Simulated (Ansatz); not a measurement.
# BCl3H2: the cost of one run

Program: Ansatz 0.2.0. Level of theory: RKS PBE-D4/def2-SVP. These are calculated values, not measurements.

## 1. Reference run: BH2Cl3, relaxed

The input, input.yaml:

```yaml
crystal:
  periodic: [false, false, false]
  atoms:
    - { symbol: B, position_ang: [-0.210172, 0.305128, -0.156592] }
    - { symbol: Cl, position_ang: [1.859354, -0.355019, -0.23756] }
    - { symbol: Cl, position_ang: [-1.039176, 0.037696, -1.68198] }
    - { symbol: Cl, position_ang: [-0.391849, 1.761601, 0.80842] }
    - { symbol: H, position_ang: [0.368028, -0.893688, 0.522943] }
    - { symbol: H, position_ang: [-0.586186, -0.855819, 0.74477] }
basis:
  gaussian: { orbitals: def2-SVP }
hamiltonian:
  xc: pbe
  dispersion: d4
output:
  forces: true
relax:
  f_tol: 0.02
  max_steps: 120
  constraints:
    - { distance: [0, 5] }
    - { distance: [1, 4] }
    - { distance: [0, 1] }
    - { distance: [4, 5] }
  escape_saddle: false
```

The run is started by

```sh
> ansatz run input.yaml --threads 1 --pin off --max-ram 2560MiB --backend cpu --events-out ev --progress --plain --runs-dir out
```

**Question.** How long does this run take on 1 thread of Arm Neoverse V2, shared host, and how much memory does it need?

About 1.5 s, with a peak of 0.11 GiB.
